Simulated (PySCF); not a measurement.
The system is ClGeBrH2, in a box.

```
CELL_PARAMETERS angstrom
13.00000 0.00000 0.00000
0.00000 12.00000 0.00000
0.00000 0.00000 12.00000
ATOMIC_POSITIONS crystal
Cl 0.37192 0.52059 0.59219
Ge 0.50498 0.48857 0.49202
Br 0.63008 0.41170 0.60268
H 0.47528 0.40332 0.40298
H 0.54447 0.60018 0.44793
```

Base run:

```yaml
Program: PySCF 2.14.0
Functional: revPBE
Dispersion: D3(OP)
Potentials_or_basis: 6-31g* (all-electron)
k_mesh: 1 × 1 × 1
Occupations: fixed
Spin: no spin polarisation
```

Its results: gap between the frontier levels 5.38 eV.

**Question.** After a change of settings the same cell gave: gap between the frontier levels 7.58 eV. Which change was it?
A. functional from revPBE to PBE0; dispersion from D3(OP) to D3
B. functional from revPBE to wB97X; dispersion from D3(OP) to none
C. functional from revPBE to PBE50; dispersion from D3(OP) to none

**Answer.** A.

Caveats: this is a molecule in a periodic box at the Γ point, so its band gap is the HOMO-LUMO gap; relativity is left out, which matters for the heavier elements; the basis of atomic orbitals isn't converged, which shifts pressures, moduli and gaps.

Not every run made on this cell is shown here.
